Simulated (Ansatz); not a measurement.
What does this script print? It uses Ansatz 0.2.0, Python API.

`freq_clh4sbsi.py`
```python
# -*- coding: utf-8 -*-
"""Harmonic frequencies of ClH4SbSi at its relaxed geometry."""

import itertools

import ansatz as az
from ase import Atoms
from ase.data import atomic_numbers, covalent_radii
from ase.thermochemistry import IdealGasThermo
import numpy as np

geometry_ang = [
    ("Si", [-0.8486, 0.347, -0.0905]),
    ("Sb", [0.7177, -1.4659, 0.4321]),
    ("Cl", [2.1585, -0.7738, -1.354]),
    ("H", [-1.5456, 0.0782, -1.3447]),
    ("H", [-0.1529, 1.6413, -0.3001]),
    ("H", [-1.8554, 0.5567, 1.0016]),
    ("H", [1.5875, -0.4515, 1.61]),
]
geometry = az.Crystal.molecule()
for symbol, xyz in geometry_ang:
    geometry = geometry.atom(symbol, xyz)

calc = (
    geometry.calculation()
    .basis(gaussian="def2-SVP")
    .functional("cam_b3lyp")
)
symbols = [site.symbol for site in geometry.cartesian_sites]
start = np.array([site.position_ang for site in geometry.cartesian_sites], dtype=float)
report = calc.relax(force_tolerance=0.003, max_steps=100).run(threads=1, backend="cpu").report
end = np.array(report["positions_ang"])

# pairs closer than 1.2 times the sum of covalent radii, before or after
radius = [covalent_radii[atomic_numbers[s]] for s in symbols]
span = lambda where, i, j: np.linalg.norm(where[i] - where[j])
bonded = [(i, j) for i, j in itertools.combinations(range(len(symbols)), 2) if min(span(start, i, j), span(end, i, j)) < 1.2 * (radius[i] + radius[j])]
print("pair        before    after (A)")
for i, j in bonded:
    print(f"{symbols[i]}{i}-{symbols[j]}{j}".ljust(10), f"{span(start, i, j):8.4f} {span(end, i, j):8.4f}")

# frequencies need a stationary point, so they are taken at the relaxed geometry
minimum = az.Crystal.molecule()
for symbol, place in zip(symbols, end):
    minimum = minimum.atom(symbol, place.tolist())
vibrating = minimum.calculation()
vibrating = vibrating.basis(gaussian="def2-SVP")
vibrating = vibrating.functional("cam_b3lyp")
vibrating = vibrating.phonons(temperatures=(200, 600, 100))
vib = vibrating.run(threads=1, backend="cpu").report["vibrations"]
sums = vib["harmonic_sums"]
modes = [m["omega_inv_cm"] for m in sums["modes_at_gamma"] if m["rigid_motion"] == "no"]
print("frequencies (1/cm):", " ".join(f"{w:.0f}" for w in modes))
print("imaginary modes:", sum(w < 0 for w in modes), " zero-point energy:", round(sums["zero_point_energy_ev"], 4), "eV")
# rigid rotor and ideal gas, symmetry number taken as one
gas = IdealGasThermo(vib_energies=[w / 8065.544 for w in modes if w > 0], geometry="linear" if len(modes) == 3 * len(symbols) - 5 else "nonlinear",
                     atoms=Atoms(symbols, positions=end), symmetrynumber=1, spin=0.0)
print(f"H(298 K) - E = {gas.get_enthalpy(298.15, verbose=False):.4f} eV")
print(f"S(298 K, 1 bar) = {96485.33 * gas.get_entropy(298.15, 1e5, verbose=False):.1f} J/(mol K) with symmetry number 1")
```

```console
$ python freq_clh4sbsi.py
pair        before    after (A)
Si0-Sb1      2.4521   2.5898
Si0-H3       1.4598   1.4868
Si0-H4       1.4843   1.4851
Si0-H5       1.5001   1.4907
Sb1-Cl2      2.3969   2.3987
Sb1-H6       1.7813   1.7160
frequencies (1/cm): 87 121 310 361 422 511 629 637 879 951 954 1964 2240 2262 2275
imaginary modes: 0  zero-point energy: 0.9052 eV
H(298 K) - E = 1.0937 eV
S(298 K, 1 bar) = 340.3 J/(mol K) with symmetry number 1
```

Caveats:
- The frequencies are harmonic and unscaled, in a modest basis.
- def2 sets replace the cores of elements past krypton by effective core potentials.
- The entropy takes a symmetry number of 1; a symmetric molecule's is lower by R ln(sigma).
- Timing: 3 min on 1 thread of Arm Neoverse V1 (shared host), peak memory 0.33 GiB.
